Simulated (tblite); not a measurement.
# C6H11FGe: the cost of one run

Programs: tblite 0.8.0 and PySCF 2.14.0, with density-fitted response routines of our own. Each step states its level of theory. These are calculated values for one molecule in the gas phase, unless marked as measured. Atoms count from 0, in the outputs and in this text.

## 1. Starting geometry

19 atoms, charge 0, multiplicity 1; geometry from: force field or distance geometry start.

Bonds of the start (Å): C0–C1 1.35, C1–C2 1.50, C2–C3 1.52, C3–Ge4 1.94, Ge4–F5 1.77, C3–C6 1.52, C6–C7 1.51, C7–C3 1.50, C0–H8 1.09, C0–H9 1.09, C1–H10 1.08, C2–H11 1.11, C2–H12 1.10, Ge4–H13 1.57, Ge4–H14 1.54, C6–H15 1.10, C6–H16 1.11, C7–H17 1.11, C7–H18 1.09.

## 2. Relaxing the molecule with GFN2-xTB

Job settings and geometry (Å):

```
{"job": {"kind": "relax", "xc": "GFN2-xTB", "basis": "xTB"}, "charge": 0, "multiplicity": 1}
C      2.793300     0.608100    -0.235700
C      1.698300    -0.017200    -0.713800
C      0.803200    -0.818300     0.176600
C     -0.625100    -0.297400     0.168700
Ge    -0.824900     1.530000     0.800200
F     -2.323600     1.553600     1.733200
C     -1.775900    -1.266400     0.357000
C     -1.549000    -0.592100    -0.974500
H      3.069200     0.580200     0.818500
H      3.402300     1.173600    -0.935800
H      1.433000     0.013100    -1.762300
H      1.164900    -0.748700     1.219600
H      0.889400    -1.875000    -0.112400
H     -0.958900     2.374000    -0.513800
H      0.394700     2.011300     1.610000
H     -1.600300    -2.352800     0.356700
H     -2.560600    -0.845600     1.027600
H     -2.348900     0.133200    -1.235500
H     -1.090700    -1.154300    -1.791500
```

Command:

```
OMP_NUM_THREADS=1 python probes_run.py task.json out
```

This one command runs all jobs of the session in turn.

Q: Estimate the wall time and peak memory of this first job on 1 thread of Arm Neoverse N1, shared host.

About 1.2 s, with a peak of 0.18 GiB.
